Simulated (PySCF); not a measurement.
**C2H6N2Si: electronic excitations and core binding energies**

Wanted: the electronic excitations and core binding energies of C2H6N2Si (`N[Si@@H]1CC=N1`), by calculation.

The runs use PySCF 2.14.0, with density-fitted response routines of our own; the level of theory stands in each step. All values are computed, except where a source is named. Atoms count from 0, in the outputs and in this text.

### 1 Starting geometry

11 atoms, charge 0, multiplicity 1; geometry from: GFN2-xTB.

Bonds of the start (Å): N0–Si1 1.72, Si1–C2 1.93, C2–C3 1.49, C3–N4 1.28, N4–Si1 1.80, N0–H5 1.01, N0–H6 1.01, Si1–H7 1.45, C2–H8 1.09, C2–H9 1.09, C3–H10 1.08.

### 2 Excited states and response: wB97X-D/def2-SVPD

Job settings and geometry (Å):

```
{"job": {"kind": "uv", "xc": "wB97X-D", "basis": "def2-SVPD", "nstates": 8, "ntriplets": 3}, "charge": 0, "multiplicity": 1}
N      2.001173    -0.086767    -0.020304
Si     0.401117    -0.635892    -0.333313
C     -0.935591     0.746683    -0.467970
C     -1.472978     0.043393     0.733691
N     -0.711634    -0.931062     1.050052
H      2.167005     0.447394     0.818111
H      2.759988    -0.729145    -0.171733
H      0.423301    -1.668923    -1.351945
H     -1.621785     0.758398    -1.312004
H     -0.634219     1.770625    -0.259001
H     -2.370953     0.287967     1.288450
```

Level: TDDFT wB97X-D/def2-SVPD, vertical, gas phase, core orbitals frozen in the response.

Command:

```console
$ OMP_NUM_THREADS=1 python probes_run.py task.json out
```

One launch serves the whole session: the jobs run in the order shown.

**Question.** This job is followed by: delta-SCF UKS SCAN, pcX-2 on the ionised atom, pcseg-1 elsewhere, spin-free X2C. What will the session give for the following? lowest singlet (wB97X-D/def2-SVPD); brightest single state of those computed; lowest triplet; surface potential, 1st and 99th percentile; N1s binding energies, SCAN/pcX-2; Si1s binding energies, SCAN/pcX-2; Si2p binding energies, SCAN/pcX-2; C1s binding energies, SCAN/pcX-2 (standing for 1 of 2 atoms).

**Answer**, as computed:

```
                                                    quantity                        value
                          lowest singlet (wB97X-D/def2-SVPD)  4.32 eV (287 nm), f = 0.001
                    brightest single state of those computed  state 6, 7.30 eV, f = 0.045
                                              lowest triplet                      3.77 eV
                       surface potential, 1st and 99th percentile           -2.09 V and 1.74 V
                            N1s binding energies, SCAN/pcX-2      N0 404.97, N4 403.53 eV
                           Si1s binding energies, SCAN/pcX-2               Si1 1846.92 eV
                           Si2p binding energies, SCAN/pcX-2                Si1 107.20 eV
C1s binding energies, SCAN/pcX-2 (standing for 1 of 2 atoms)                 C2 290.01 eV
```

The first singlet state (HOMO→LUMO 0.89) lies at 4.32 eV and is dark; of the 8 states computed, the strongest absorption comes from state 6 at 7.30 eV. The lowest triplet lies 0.56 eV below the lowest singlet (triplets in Tamm-Dancoff, singlets in full TDDFT). The N1s levels kept as sound span 1.44 eV, from N4 (imine nitrogen) up to N0 (nitrogen bonded to Si, 2 H).
